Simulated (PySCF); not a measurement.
# C4H7AlO: geometry, spin-spin couplings

Aim: predict the spin-spin couplings of C4H7AlO (`C#[C][AlH][O]CC`).

Programs: PySCF 2.14.0, with density-fitted response routines of our own. Each step states its level of theory. These are calculated values for one molecule in the gas phase, unless marked as measured. Atoms are numbered from 0 throughout.

## 1. The molecule as given

13 atoms, charge 0, multiplicity 1; geometry from: GFN2-xTB. The atoms were then displaced at random by about 0.01 Å, so the start is not that level's minimum.

Bonds of the start (Å): C0–C1 1.24, C1–Al2 1.96, Al2–O3 1.59, O3–C4 1.43, C4–C5 1.52, C0–H6 1.03, Al2–H7 1.54, C4–H8 1.09, C4–H9 1.12, C5–H10 1.10, C5–H11 1.08, C5–H12 1.09.

## 2. Optimising the geometry at PBE0-D3(BJ)/def2-SVP

What the job is given:

```
{"job": {"xc": "PBE0", "basis": "def2-SVP", "d3": "d3bj", "grid": 1, "shake": 0.01, "kind": "geom"}, "charge": 0, "multiplicity": 1}
C      3.417040    -2.170660    -0.678800
C      2.694820    -1.188590    -0.444920
Al     1.564420     0.359400    -0.057260
O      0.056930     0.245030     0.449410
C     -1.332550     0.159640     0.789030
C     -2.202680     0.879140    -0.233750
H      4.018230    -2.980740    -0.893910
H      2.132910     1.789940    -0.173580
H     -1.620210    -0.883660     0.886440
H     -1.470120     0.625000     1.795130
H     -3.253460     0.812060     0.067490
H     -2.065410     0.407270    -1.198620
H     -1.934100     1.929280    -0.316950
```

Run with:

```sh
$ OMP_NUM_THREADS=1 python probes_run.py task.json out
```

This one command runs all jobs of the session in turn.

Log:

```text
step   0  E = -473.62816326  max force = 0.083687
step   1  E = -473.63765958  max force = 0.013412
step   2  E = -473.63818976  max force = 0.003459
step   3  E = -473.63823645  max force = 0.001506
step   4  E = -473.63827234  max force = 0.001611
step   5  E = -473.63833121  max force = 0.003203
step   6  E = -473.63859924  max force = 0.009164
step   7  E = -473.63791011  max force = 0.024070
step   8  E = -473.63888701  max force = 0.014148
step   9  E = -473.63939080  max force = 0.010931
step  10  E = -473.64011985  max force = 0.009885
step  11  E = -473.64037406  max force = 0.003795
step  12  E = -473.64051936  max force = 0.001721
step  13  E = -473.64064449  max force = 0.002459
step  14  E = -473.64070483  max force = 0.001393
step  15  E = -473.64072282  max force = 0.000412
step  16  E = -473.64072714  max force = 0.000130
optimisation converged
```

Run time: 2.4 min. Hardware: 1 thread of Arm Neoverse N1, shared host; peak memory 0.5 GiB.

Step by step: (the energy doesn't fall at every step)

```
step  energy from step 0 (eV)  largest force component (eV/Å)
   0                   0.0000                          4.3034
   1                  -0.2584                          0.6897
   2                  -0.2728                          0.1779
   3                  -0.2741                          0.0774
   4                  -0.2751                          0.0828
   5                  -0.2767                          0.1647
   6                  -0.2840                          0.4712
   7                  -0.2652                          1.2377
   8                  -0.2918                          0.7275
   9                  -0.3055                          0.5621
  10                  -0.3254                          0.5083
  11                  -0.3323                          0.1951
  12                  -0.3362                          0.0885
  13                  -0.3396                          0.1264
  14                  -0.3413                          0.0716
  15                  -0.3418                          0.0212
  16                  -0.3419                          0.0067
```

Distances of close pairs at the start and the end, largest changes first:

| bond | before (Å) | after (Å) | change (Å) |
| --- | --- | --- | --- |
| Al2–O3 | 1.594 | 1.694 | +0.100 |
| C0–H6 | 1.031 | 1.076 | +0.045 |
| C1–Al2 | 1.956 | 1.913 | -0.043 |
| O3–C4 | 1.433 | 1.397 | -0.036 |
| Al2–H7 | 1.544 | 1.572 | +0.028 |
| C4–H8 | 1.087 | 1.108 | +0.021 |
| C0–C1 | 1.241 | 1.222 | -0.020 |
| C5–H11 | 1.083 | 1.101 | +0.019 |

The next job starts from the end point, and lists it.

| at the end point | value |
| --- | --- |
| point group (found at 0.08 Å tolerance) | C1 |
| rotational constants (GHz, main isotopes) | 5.210, 1.438, 1.203 |
| dipole moment (D) | 1.41 |

## 3. Indirect couplings: B3LYP/cc-pVTZ

What the job is given:

```
{"job": {"kind": "j", "xc": "B3LYP", "basis": "cc-pVTZ"}, "charge": 0, "multiplicity": 1}
C      2.764441    -2.088396    -0.483788
C      2.343938    -0.964846    -0.253641
Al     1.703128     0.798409     0.120789
O      0.071250     1.002223     0.528465
C     -1.068225     0.207268     0.671150
C     -2.114006     0.563148    -0.364956
H      3.137329    -3.077388    -0.687364
H      2.610518     2.080838     0.077013
H     -0.816445    -0.868779     0.594232
H     -1.483995     0.361836     1.684065
H     -3.028484    -0.032646    -0.220234
H     -1.736479     0.372234    -1.381790
H     -2.377366     1.629230    -0.294077
```

Method: B3LYP/cc-pVTZ indirect spin-spin coupling, non-relativistic, gas phase.

Log:

```text
coarse grid: 11400 points
cycle   1  E = -474.2334464832  dE =  4.406e-01  |g| = 9.245e-01  |ddm| = 7.659e+00
cycle   2  E = -473.6569771282  dE =  5.765e-01  |g| = 1.882e+00  |ddm| = 3.489e+00
cycle   3  E = -474.3863551003  dE = -7.294e-01  |g| = 2.726e-01  |ddm| = 2.463e+00
cycle   4  E = -474.4025444971  dE = -1.619e-02  |g| = 8.056e-02  |ddm| = 5.150e-01
cycle   5  E = -474.4041348897  dE = -1.590e-03  |g| = 1.889e-02  |ddm| = 1.595e-01
cycle   6  E = -474.4041498703  dE = -1.498e-05  |g| = 1.735e-02  |ddm| = 4.157e-02
cycle   7  E = -474.4042253950  dE = -7.552e-05  |g| = 2.662e-03  |ddm| = 2.160e-02
cycle   8  E = -474.4042268426  dE = -1.448e-06  |g| = 8.187e-04  |ddm| = 4.506e-03
final grid: 105536 points
cycle   9  E = -474.4024893191  dE = -5.466e-05  |g| = 5.380e-03  |ddm| = 9.647e-02
cycle  10  E = -474.4024834120  dE =  5.907e-06  |g| = 7.539e-03  |ddm| = 1.931e-02
cycle  11  E = -474.4024951078  dE = -1.170e-05  |g| = 1.505e-03  |ddm| = 1.088e-02
cycle  12  E = -474.4024955489  dE = -4.411e-07  |g| = 4.883e-04  |ddm| = 2.321e-03
cycle  13  E = -474.4024955924  dE = -4.346e-08  |g| = 2.644e-04  |ddm| = 7.908e-04
cycle  14  E = -474.4024956078  dE = -1.546e-08  |g| = 4.654e-05  |ddm| = 3.572e-04
cycle  15  E = -474.4024956083  dE = -5.080e-10  |g| = 9.986e-06  |ddm| = 7.535e-05
converged SCF energy = -474.4024956083

Indirect spin-spin couplings (Hz)
  i      j    bonds     total        FC       PSO       DSO        SD
  0 C    1 C    1    228.381   222.728     5.612     0.040         -
  0 C    2 Al   2     29.550    26.345     3.295    -0.091         -
  0 C    3 O    3     -0.292    -0.257    -0.067     0.032         -
  0 C    6 H    1    236.301   237.109    -1.134     0.326         -
  0 C    7 H    3      6.017     5.872     0.456    -0.311         -
  1 C    2 Al   1    149.761   151.911    -2.270     0.120         -
  1 C    3 O    2     -0.257    -0.446     0.177     0.011         -
  1 C    4 C    3      0.171     0.158     0.003     0.009         -
  1 C    6 H    2     42.938    38.938     5.175    -1.176         -
  1 C    7 H    2     39.042    39.328    -0.045    -0.241         -
  1 C    8 H    4      0.180     0.063    -0.174     0.290         -
  2 Al   4 C    2     -0.350     0.046    -0.311    -0.085         -
  2 Al   5 C    3      1.489     1.501     0.043    -0.055         -
  2 Al   6 H    3      5.829     5.501     0.671    -0.342         -
  2 Al   7 H    1    337.976   339.802    -2.102     0.276         -
  2 Al   8 H    3      4.049     4.269    -0.155    -0.065         -
  2 Al   9 H    3      7.203     7.148     0.451    -0.396         -
  2 Al  10 H    4      1.514     1.494     0.331    -0.311         -
  2 Al  12 H    4     -0.315    -0.342     0.248    -0.221         -
  3 O    4 C    1     19.261    19.833    -0.438    -0.134         -
  3 O    5 C    2     -3.525    -3.896     0.374    -0.004         -
  3 O    6 H    4      0.239     0.131    -0.017     0.124         -
  3 O    7 H    2    -22.610   -22.821     0.065     0.147         -
  3 O    8 H    2     -0.867    -0.430    -0.533     0.095         -
  3 O    9 H    2     -5.908    -5.339    -0.643     0.074         -
  3 O   10 H    3     -9.563    -9.743    -0.061     0.242         -
  3 O   11 H    3     -1.538    -1.378    -0.145    -0.015         -
  3 O   12 H    3     -1.511    -1.389    -0.084    -0.038         -
  4 C    5 C    1     28.491    28.886    -0.587     0.192         -
  4 C    7 H    3      2.948     3.151     0.209    -0.412         -
  4 C    8 H    1    126.651   125.315     0.365     0.971         -
  4 C    9 H    1    131.613   130.325     0.350     0.937         -
  4 C   10 H    2      1.191     1.177     0.156    -0.142         -
  4 C   11 H    2     -5.250    -5.187     0.069    -0.132         -
  4 C   12 H    2     -5.393    -5.330     0.078    -0.140         -
  5 C    7 H    4     -0.277    -0.194     0.131    -0.215         -
  5 C    8 H    2     -1.243    -1.113     0.056    -0.186         -
  5 C    9 H    2     -1.580    -1.455     0.080    -0.205         -
  5 C   10 H    1    114.969   112.900     1.486     0.582         -
  5 C   11 H    1    118.130   116.099     1.404     0.627         -
  5 C   12 H    1    119.847   117.885     1.348     0.614         -
  6 H    7 H    4      0.274     0.589     0.765    -1.080         -
  6 H    9 H    6     -0.162    -0.030     0.548    -0.679         -
  7 H    8 H    4     -1.066    -0.311     0.767    -1.521         -
  7 H    9 H    4     -0.627    -0.196     0.778    -1.209         -
  7 H   10 H    5      0.197     0.511     0.741    -1.054         -
  7 H   11 H    5     -0.180     0.142     0.271    -0.594         -
  8 H    9 H    2     -9.483    -9.472     1.839    -1.850         -
  8 H   10 H    3      1.658     1.618     0.466    -0.427         -
  8 H   11 H    3      5.311     5.264     0.437    -0.390         -
  8 H   12 H    3     12.876    13.321     2.369    -2.814         -
  9 H   10 H    3      2.126     2.099     0.460    -0.433         -
  9 H   11 H    3     12.961    13.418     2.389    -2.847         -
  9 H   12 H    3      4.764     4.770     0.540    -0.546         -
 10 H   11 H    2    -11.615   -11.601     2.549    -2.563         -
 10 H   12 H    2    -11.567   -11.527     2.581    -2.621         -
 11 H   12 H    2    -10.128   -10.147     2.468    -2.450         -
```

Run time: 69 s. Hardware: 1 thread of Arm Neoverse N1, shared host; peak memory 1.1 GiB.

The basis is not made for couplings: without tight functions at the nuclei these values are rough.

A choice of the couplings up to four bonds, sorted by the number of bonds, with means over like pairs; isotopes 27Al, 13C, 1H, 17O:

| pair | bonds | J (Hz) | Fermi contact (Hz) | dihedral (°) |
| --- | --- | --- | --- | --- |
| Al2–H7 | 1 | 338.0 | 339.8 | – |
| C0–H6 | 1 | 236.3 | 237.1 | – |
| C0–C1 | 1 | 228.4 | 222.7 | – |
| C1–Al2 | 1 | 149.8 | 151.9 | – |
| C4–H8 | 1 | 129.1 | 127.8 | – |
| C5–H10 | 1 | 117.6 | 115.6 | – |
| C4–C5 | 1 | 28.5 | 28.9 | – |
| O3–C4 | 1 | 19.3 | 19.8 | – |
| C1–H6 | 2 | 42.9 | 38.9 | – |
| C1–H7 | 2 | 39.0 | 39.3 | – |
| C0–Al2 | 2 | 29.6 | 26.3 | – |
| O3–H7 | 2 | -22.6 | -22.8 | – |
| H10–H11 | 2 | -11.1 | -11.1 | – |
| H8–H9 | 2 | -9.5 | -9.5 | – |
| O3–C5 | 2 | -3.5 | -3.9 | – |
| O3–H8 | 2 | -3.4 | -2.9 | – |
| C4–H10 | 2 | -3.2 | -3.1 | – |
| H8–H10 | 3 | 6.6 | 6.7 | – |
| C0–H7 | 3 | 6.0 | 5.9 | – |
| Al2–H6 | 3 | 5.8 | 5.5 | – |
| Al2–H8 | 3 | 5.6 | 5.7 | – |
| O3–H10 | 3 | -4.2 | -4.2 | – |
| C4–H7 | 3 | 2.9 | 3.2 | 179 |
| Al2–C5 | 3 | 1.5 | 1.5 | -115 |

The spin-dipole term was not solved, so all couplings lack that part.

The response was solved for the nuclei of C, H alone, so couplings that need other nuclei can be missing.

Quadrupole couplings from the field gradients of the same density:

| atom | isotope | eQq/h (MHz) | η |
| --- | --- | --- | --- |
| Al2 | 27Al | 42.0 | 0.23 |
| O3 | 17O | -9.080 | 0.17 |

## 4. J couplings: B3LYP/6-31G*

Settings changed since step 3:

```diff
@@ -1,2 +1,2 @@
-{"job": {"kind": "j", "xc": "B3LYP", "basis": "cc-pVTZ"}, "charge": 0, "multiplicity": 1}
+{"job": {"kind": "j", "xc": "B3LYP", "basis": "6-31G*"}, "charge": 0, "multiplicity": 1}
 C      2.764441    -2.088396    -0.483788
```

Method: B3LYP/6-31G* indirect spin-spin coupling, non-relativistic, gas phase.

Log:

```text
coarse grid: 11400 points
cycle   1  E = -474.1691325416  dE =  4.627e-01  |g| = 8.598e-01  |ddm| = 3.372e+00
cycle   2  E = -473.6441667775  dE =  5.250e-01  |g| = 1.758e+00  |ddm| = 2.121e+00
cycle   3  E = -474.3154729305  dE = -6.713e-01  |g| = 2.483e-01  |ddm| = 1.587e+00
cycle   4  E = -474.3306429582  dE = -1.517e-02  |g| = 6.491e-02  |ddm| = 2.967e-01
cycle   5  E = -474.3317689357  dE = -1.126e-03  |g| = 1.950e-02  |ddm| = 7.866e-02
cycle   6  E = -474.3318215080  dE = -5.257e-05  |g| = 1.404e-02  |ddm| = 2.397e-02
cycle   7  E = -474.3318724212  dE = -5.091e-05  |g| = 2.134e-03  |ddm| = 1.118e-02
cycle   8  E = -474.3318734857  dE = -1.064e-06  |g| = 5.544e-04  |ddm| = 2.107e-03
final grid: 105536 points
cycle   9  E = -474.2748056837  dE = -1.134e-05  |g| = 5.070e-03  |ddm| = 1.857e-02
cycle  10  E = -474.2748013598  dE =  4.324e-06  |g| = 6.767e-03  |ddm| = 9.885e-03
cycle  11  E = -474.2748121207  dE = -1.076e-05  |g| = 1.238e-03  |ddm| = 5.711e-03
cycle  12  E = -474.2748124699  dE = -3.492e-07  |g| = 2.714e-04  |ddm| = 1.105e-03
cycle  13  E = -474.2748124836  dE = -1.362e-08  |g| = 1.476e-04  |ddm| = 2.907e-04
cycle  14  E = -474.2748124886  dE = -5.036e-09  |g| = 2.624e-05  |ddm| = 1.250e-04
cycle  15  E = -474.2748124888  dE = -1.745e-10  |g| = 7.741e-06  |ddm| = 2.887e-05
converged SCF energy = -474.2748124888

Indirect spin-spin couplings (Hz)
  i      j    bonds     total        FC       PSO       DSO        SD
  0 C    1 C    1    127.934   124.700     3.188     0.047         -
  0 C    2 Al   2     25.647    23.069     2.669    -0.091         -
  0 C    3 O    3     -0.809    -0.796    -0.045     0.032         -
  0 C    6 H    1    225.098   226.261    -1.620     0.457         -
  0 C    7 H    3      5.447     5.393     0.364    -0.310         -
  1 C    2 Al   1    131.726   133.273    -1.671     0.123         -
  1 C    3 O    2     -0.960    -1.161     0.190     0.011         -
  1 C    4 C    3      0.170     0.156     0.005     0.010         -
  1 C    6 H    2     25.933    23.571     3.519    -1.157         -
  1 C    7 H    2     38.636    38.935    -0.067    -0.232         -
  1 C    8 H    4      0.470     0.286    -0.105     0.289         -
  2 Al   4 C    2     -0.948    -0.520    -0.344    -0.084         -
  2 Al   5 C    3      1.325     1.365     0.015    -0.055         -
  2 Al   6 H    3      5.739     5.589     0.488    -0.338         -
  2 Al   7 H    1    336.293   336.700    -0.714     0.307         -
  2 Al   8 H    3      3.066     3.495    -0.367    -0.062         -
  2 Al   9 H    3      5.918     6.064     0.246    -0.392         -
  2 Al  10 H    4      1.130     1.256     0.182    -0.308         -
  2 Al  12 H    4     -0.384    -0.317     0.152    -0.220         -
  3 O    4 C    1      6.015     6.655    -0.498    -0.142         -
  3 O    5 C    2     -3.362    -3.654     0.297    -0.005         -
  3 O    6 H    4      0.371     0.239     0.010     0.122         -
  3 O    7 H    2    -20.235   -20.425     0.044     0.146         -
  3 O    8 H    2     -1.915    -1.622    -0.372     0.079         -
  3 O    9 H    2     -6.107    -5.677    -0.491     0.060         -
  3 O   10 H    3     -9.120    -9.347    -0.008     0.236         -
  3 O   11 H    3     -1.578    -1.458    -0.100    -0.020         -
  3 O   12 H    3     -1.503    -1.424    -0.038    -0.041         -
  4 C    5 C    1     51.627    51.946    -0.511     0.192         -
  4 C    7 H    3      3.027     3.304     0.131    -0.408         -
  4 C    8 H    1    151.090   149.924     0.141     1.025         -
  4 C    9 H    1    155.416   154.316     0.108     0.992         -
  4 C   10 H    2      1.351     1.335     0.152    -0.135         -
  4 C   11 H    2     -4.635    -4.563     0.051    -0.122         -
  4 C   12 H    2     -4.820    -4.747     0.057    -0.130         -
  5 C    7 H    4     -0.335    -0.221     0.099    -0.213         -
  5 C    8 H    2     -0.826    -0.730     0.081    -0.177         -
  5 C    9 H    2     -1.129    -1.041     0.107    -0.196         -
  5 C   10 H    1    137.766   136.071     1.048     0.647         -
  5 C   11 H    1    141.972   140.316     0.966     0.690         -
  5 C   12 H    1    143.920   142.328     0.915     0.677         -
  6 H    9 H    6     -0.372    -0.044     0.341    -0.669         -
  6 H   10 H    7     -0.220    -0.008     0.223    -0.435         -
  6 H   11 H    7     -0.158    -0.000     0.105    -0.263         -
  6 H   12 H    7     -0.323    -0.011     0.359    -0.670         -
  7 H    8 H    4     -1.382    -0.336     0.459    -1.505         -
  7 H    9 H    4     -0.980    -0.291     0.506    -1.195         -
  7 H   11 H    5     -0.310     0.128     0.148    -0.585         -
  7 H   12 H    5     -0.258     0.049     0.181    -0.487         -
  8 H    9 H    2    -12.422   -11.678     0.986    -1.729         -
  8 H   10 H    3      1.165     1.416     0.134    -0.385         -
  8 H   11 H    3      4.766     5.002     0.112    -0.349         -
  8 H   12 H    3     12.408    13.545     1.631    -2.768         -
  9 H   10 H    3      1.577     1.836     0.132    -0.391         -
  9 H   11 H    3     12.379    13.532     1.647    -2.800         -
  9 H   12 H    3      4.204     4.512     0.197    -0.505         -
 10 H   11 H    2    -15.517   -14.476     1.401    -2.441         -
 10 H   12 H    2    -15.568   -14.492     1.422    -2.498         -
 11 H   12 H    2    -14.540   -13.554     1.343    -2.329         -
```

Run time: 15 s. Hardware: 1 thread of Arm Neoverse N1, shared host; peak memory 0.6 GiB.

This basis has no tight s functions, so the Fermi-contact terms are rough.

In short: J(Al2,H7) 336.3 Hz, J(C0,H6) 225.1 Hz, J(C4,H8) 153.3 Hz (means over like pairs).

## 5. Run by run: spin-spin couplings

Couplings (Hz), each a mean over the pairs like the one named, with basis size and wall time:

| run | Al2–H7 | C0–H6 | C0–C1 | C1–Al2 | C4–H8 | C5–H10 | C1–H6 | functions | time |
| --- | --- | --- | --- | --- | --- | --- | --- | --- | --- |
| B3LYP/cc-pVTZ | 338.0 | 236.3 | 228.4 | 149.8 | 129.1 | 117.6 | 42.9 | 282 | 69 s |
| B3LYP/6-31G* | 336.3 | 225.1 | 127.9 | 131.7 | 153.3 | 141.2 | 25.9 | 102 | 15 s |

## 6. Outcome

| quantity | value |
| --- | --- |
| point group | C1 |
| rotational constants (main isotopes) | 5.21, 1.44, 1.20 GHz |
| largest coupling of the table (B3LYP/cc-pVTZ) | 1J(Al,H) Al2–H7, 338.0 Hz |
| range of J(Al2,H7), mean over like pairs | 336.3 to 338.0 Hz |

What this shows: The optimisation took 16 steps and gained 0.342 eV; among the close pairs (by a distance rule), Al2–O3 changed most, from 1.594 to 1.694 Å. No frequency check was run at this level, so the end point may be a saddle. Of the pairs tabulated at B3LYP/cc-pVTZ, Al2–H7 couples most strongly (338.0 Hz; Fermi contact 339.8 Hz). Couplings across rotatable bonds belong to this one conformer; where others are populated, the observed values are averages. The coupling Al2–H7, as a mean over pairs of its kind, runs from 336.3 Hz (B3LYP/6-31G*) to 338.0 Hz (B3LYP/cc-pVTZ). Couplings from bases without tight functions are rough.
